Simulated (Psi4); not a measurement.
# MP2/def2-SVPD run of SiH2SF2 (SMILES F[SiH](F)S)

Aim: the energy change on altering one bond length of SiH2SF2 at MP2/def2-SVPD, from 2 runs. 

The calculation is run with Psi4 1.11.

## (1) The molecule

SiH2SF2 has 6 atoms, charge 0, and is taken as a singlet. SMILES: `F[SiH](F)S`. The coordinates come from a PBE0-D4/def2-TZVP relaxation. This is one conformer, not always the lowest.

Bond lengths: F1–Si2 1.585 Å, Si2–F3 1.585 Å, Si2–S4 2.104 Å, Si2–H5 1.470 Å, S4–H6 1.346 Å. Angles: F1–Si2–F3 105.3°, F1–Si2–S4 111.3°, F3–Si2–S4 111.3°, F1–Si2–H5 109.7°, F3–Si2–H5 109.7°, S4–Si2–H5 109.4°, Si2–S4–H6 93.3°.

## (2) A single-point energy at MP2/def2-SVPD

Input file calc.in:

```
memory 1.6 GB

molecule {
  F     -0.390100    -1.503700     0.703600
  Si     0.413300    -0.308900     0.041100
  F      0.491500    -0.663200    -1.501700
  S     -0.555100     1.532600     0.355800
  H      1.769100    -0.249400     0.605800
  H     -1.686500     1.128700    -0.250700
  symmetry c1
  no_reorient
  no_com
}

set basis def2-SVPD
set puream true
set e_convergence 1e-09
set d_convergence 1e-08
set scf_type pk
set num_frozen_docc 12
set mp2_type conv

e = energy("mp2")
```

Run with:

```bash
$ psi4 -i calc.in -o calc.out -n 1
```

calc.out:

```text
[...]
  Running in c1 symmetry.
[...]
  Nuclear repulsion =  231.421512621891139
[...]
  Multiplicity = 1
[...]
  Nalpha       = 25
  Nbeta        = 25
[...]
    Number of basis functions: 113
[...]
   @RHF iter   1:  -886.21923089742938   -5.62684e-01   3.87729e-03 ADIIS/DIIS
[...]
   @RHF iter  11:  -886.30372177585662   -1.21645e-11   3.84534e-09 DIIS
[...]
    Orbital Energies [Eh]
    ---------------------
    Doubly Occupied:
       1A    -91.951460     2A    -68.887563     3A    -26.312572
       4A    -26.312552     5A     -8.985575     6A     -6.673292
       7A     -6.672539     8A     -6.670476     9A     -6.241673
      10A     -4.354452    11A     -4.353659    12A     -4.352276
      13A     -1.604286    14A     -1.582062    15A     -1.003283
      16A     -0.807993    17A     -0.737488    18A     -0.720277
      19A     -0.708573    20A     -0.680774    21A     -0.662469
      22A     -0.617397    23A     -0.541739    24A     -0.484077
      25A     -0.413301
[...]
  @RHF Final Energy:  -886.30372177585662
   => Energetics <=
    Nuclear Repulsion Energy =            231.4215126218911394
    One-Electron Energy =               -1690.7868538391403490
    Two-Electron Energy =                 573.0616194413925086
    Total Energy =                       -886.3037217758566157
[...]
 Multipole Moments:
 ------------------------------------------------------------------------------------
     Multipole            Electronic (a.u.)      Nuclear  (a.u.)        Total (a.u.)
 ------------------------------------------------------------------------------------
 L = 1.  Multiply by 2.5417464519 to convert [e a0] to [Debye]
 Dipole X            :          4.0088015           -3.9688028            0.0399987
 Dipole Y            :         -2.6610769            2.9748069            0.3137300
 Dipole Z            :          1.1929586           -1.0574907            0.1354679
 Magnitude           :                                                    0.3440610
[...]
	SCS-MP2 Total Energy (a.u.)        :  -886.91411807805787
	SOS-MP2 Total Energy (a.u.)        :  -886.85912374459861
	SCSN-MP2 Total Energy (a.u.)       :  -886.59409185652123
[...]
	SOS-PI-MP2 Total Energy (a.u.)     :  -886.95169073938894
[...]
	MP2 Total Energy (a.u.)            :  -886.93153975018583
[...]
```

Run time: 6.3 s. Hardware: 1 thread of Intel Xeon 6975P-C (Granite Rapids), shared host; peak memory 0.85 GiB.

## (3) The distorted shape at the same level

Input file f2h2ssi.xyz:

```xyz
6
F2H2SSi
F     -0.099558    -2.056192     0.609183
Si     0.703842    -0.861392    -0.053317
F      0.782042    -1.215692    -1.596117
S     -0.555100     1.532600     0.355800
H      2.059642    -0.801892     0.511383
H     -1.686500     1.128700    -0.250700
```

Input file f2h2ssi_ase.py:

```python
import numpy as np
from ase.calculators.psi4 import Psi4
from ase.io import read

atoms = read('f2h2ssi.xyz')
calc = Psi4(atoms=atoms, method='mp2', basis='def2-SVPD', memory='1600MB', num_threads=1, charge=0, multiplicity=1, label='psi4-calc')
calc.psi4.set_options({'puream': True, 'e_convergence': 1e-09, 'd_convergence': 1e-08, 'scf_type': 'pk', 'num_frozen_docc': 12, 'mp2_type': 'conv'})
atoms.calc = calc

print(f'energy: {atoms.get_potential_energy():.6f} eV')
```

Run with:

```bash
$ python f2h2ssi_ase.py
```

psi4-calc.dat:

```text
[...]
  Running in c1 symmetry.
[...]
  Nuclear repulsion =  209.168879729927312
[...]
  Multiplicity = 1
[...]
  Nalpha       = 25
  Nbeta        = 25
[...]
    Number of basis functions: 113
[...]
   @RHF iter   1:  -886.13368817348123   -9.52043e-01   4.13239e-03 DIIS/ADIIS
[...]
   @RHF iter  11:  -886.24322545071959   -5.27507e-11   9.58827e-09 DIIS
[...]
    Orbital Energies [Eh]
    ---------------------
    Doubly Occupied:
       1A    -91.947601     2A    -68.935234     3A    -26.336581
       4A    -26.336559     5A     -8.974416     6A     -6.661871
       7A     -6.661080     8A     -6.659008     9A     -6.283330
      10A     -4.396396    11A     -4.395024    12A     -4.393664
      13A     -1.625758    14A     -1.603592    15A     -0.936532
      16A     -0.831136    17A     -0.756855    18A     -0.739838
      19A     -0.727335    20A     -0.699546    21A     -0.683271
      22A     -0.604612    23A     -0.531007    24A     -0.413850
      25A     -0.377690
[...]
  @RHF Final Energy:  -886.24322545071959
   => Energetics <=
    Nuclear Repulsion Energy =            209.1688797299273119
    One-Electron Energy =               -1645.8006424180773593
    Two-Electron Energy =                 550.3885372374304552
    Total Energy =                       -886.2432254507195921
[...]
 Multipole Moments:
 ------------------------------------------------------------------------------------
     Multipole            Electronic (a.u.)      Nuclear  (a.u.)        Total (a.u.)
 ------------------------------------------------------------------------------------
 L = 1.  Multiply by 2.5417464519 to convert [e a0] to [Debye]
 Dipole X            :          0.7427512           -0.2988881            0.4438630
 Dipole Y            :         -3.7235092            3.4280378           -0.2954714
 Dipole Z            :         -1.1220222            1.1867722            0.0647500
 Magnitude           :                                                    0.5371316
[...]
	SCS-MP2 Total Energy (a.u.)        :  -886.86032514351962
	SOS-MP2 Total Energy (a.u.)        :  -886.80551369952207
	SCSN-MP2 Total Energy (a.u.)       :  -886.53262987502649
[...]
	SOS-PI-MP2 Total Energy (a.u.)     :  -886.89922840765587
[...]
	MP2 Total Energy (a.u.)            :  -886.87623332338080
[...]
```

Standard output:

```text
energy: -24133.131541 eV
```

Wall time 6.3 s (1 thread of Intel Xeon 6975P-C (Granite Rapids), shared host); peak memory 0.86 GiB.

## (4) What came out

At MP2/def2-SVPD, 12 core orbitals frozen:

| quantity | value |
| --- | --- |
| first shape: total energy | -886.93154 Eh |
| first shape: HOMO energy (Hartree–Fock orbitals) | -11.25 eV |
| first shape: LUMO energy (Hartree–Fock orbitals) | 2.06 eV |
| first shape: HOMO–LUMO gap (Hartree–Fock orbitals) | 13.30 eV |
| first shape: correlation energy (12 core orbitals frozen) | -627.8 mEh |
| distorted shape: total energy | -886.87623 Eh |
| distorted shape: HOMO energy (Hartree–Fock orbitals) | -10.28 eV |
| distorted shape: LUMO energy (Hartree–Fock orbitals) | 1.03 eV |
| distorted shape: HOMO–LUMO gap (Hartree–Fock orbitals) | 11.31 eV |
| distorted shape: correlation energy (12 core orbitals frozen) | -633.0 mEh |
| energy change with the Si2–S4 bond stretched from 2.104 to 2.736 Å | 1.505 eV |

With the Si2–S4 bond stretched from 2.104 to 2.736 Å the energy rises by 1.50 eV (145 kJ/mol). The first shape isn't relaxed at this level, so the change isn't measured from a minimum.
